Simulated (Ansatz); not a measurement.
# SnH₄ (singlet): the correlation ladder, def2-SVPD

An exercise on one series of results from a longer session: the logs are not shown, and one member is left open.

Method: def2-SVPD, core rule «outside noble gas», up to 9 orbitals frozen; program: Ansatz 0.2.0, Gaussian basis.

To be run: UHF; CCSD(T) on RHF; BCCD(T) on RHF; CISD; CCSDT(Q) on RHF; CASSCF and MRCISD+Q, 8 electrons in 8 orbitals; CASSCF and NEVPT2, 8 electrons in 8 orbitals.

34 further runs of the same task are left out: 10 for a known fault of the program, 9 that didn't finish, 15 set aside as unsound or not needed. Runs told in other sessions of the task aren't counted.

## The system

The geometry is a PBE0/def2-TZVPD stationary point (not a proven minimum) of the parent state, kept for this charge and spin. No spin-orbit coupling is included. Elements past krypton take def2 core potentials.

5 atoms, charge 0, spin multiplicity 1.

Atoms are counted from 1 here; the program's logs count them from 0.

Bond lengths: Sn1–H2 1.755 Å, Sn1–H3 1.755 Å, Sn1–H4 1.755 Å, Sn1–H5 1.755 Å. Angles: H2–Sn1–H3 109.5°, H2–Sn1–H4 109.5°, H2–Sn1–H5 109.5°, H3–Sn1–H4 109.5°, H3–Sn1–H5 109.5°, H4–Sn1–H5 109.5°.

Coordinates:

```
Sn    0.0000    0.0000    0.0000
H     1.0119    1.0157    1.0129
H    -1.0148   -1.0116    1.0141
H    -1.0122    1.0113   -1.0170
H     1.0151   -1.0154   -1.0100
```

The first run:

The input, in.yaml:

```yaml
crystal:
  periodic: [false, false, false]
  atoms:
    - {symbol: Sn, position_ang: [0.000000, 0.000000, 0.000000]}
    - {symbol: H, position_ang: [1.011902, 1.015702, 1.012898]}
    - {symbol: H, position_ang: [-1.014802, -1.011602, 1.014099]}
    - {symbol: H, position_ang: [-1.012200, 1.011298, -1.016999]}
    - {symbol: H, position_ang: [1.015100, -1.015398, -1.009999]}
basis:
  gaussian: {orbitals: def2-SVPD}
magnetization: {spin_polarized: true, initial_magnetization: 0}
hamiltonian: {xc: hf}
output: {orbitals: {seedname: orbitals}}
```

On the command line:

```bash
> ansatz run in.yaml --threads 1 --pin off --events-out ev --progress --plain --max-ram 2393MiB
```

Among the steps run: UHF; CCSD(T) on RHF; BCCD(T) on RHF; CISD; CCSDT(Q) on RHF; CASSCF and MRCISD+Q, 8 electrons in 8 orbitals; CASSCF and NEVPT2, 8 electrons in 8 orbitals.

One of the session's tables, all rows but one given; the rest of the session is left out.

```
          method  from RCCSDT(Q) (kJ/mol)
             RHF                   +374.8
            RMP2                    +90.6
            CISD                        ?
           RCCSD                     +8.8
        RCCSD(T)                     +2.0
         BCCD(T)                     +2.0
          RCCSDT                     +0.2
       RCCSDT(Q)                        0
  CASSCF valence                   +205.2
  NEVPT2 valence                    +66.1
  MRCISD valence                     +7.8
MRCISD+Q valence                     -0.9
```

Estimate the missing values for CISD.

The run gave: from RCCSDT(Q) (kJ/mol): +28.6. In the column «from RCCSDT(Q) (kJ/mol)» it lies between RCCSD (+8.8) and NEVPT2 valence (+66.1).
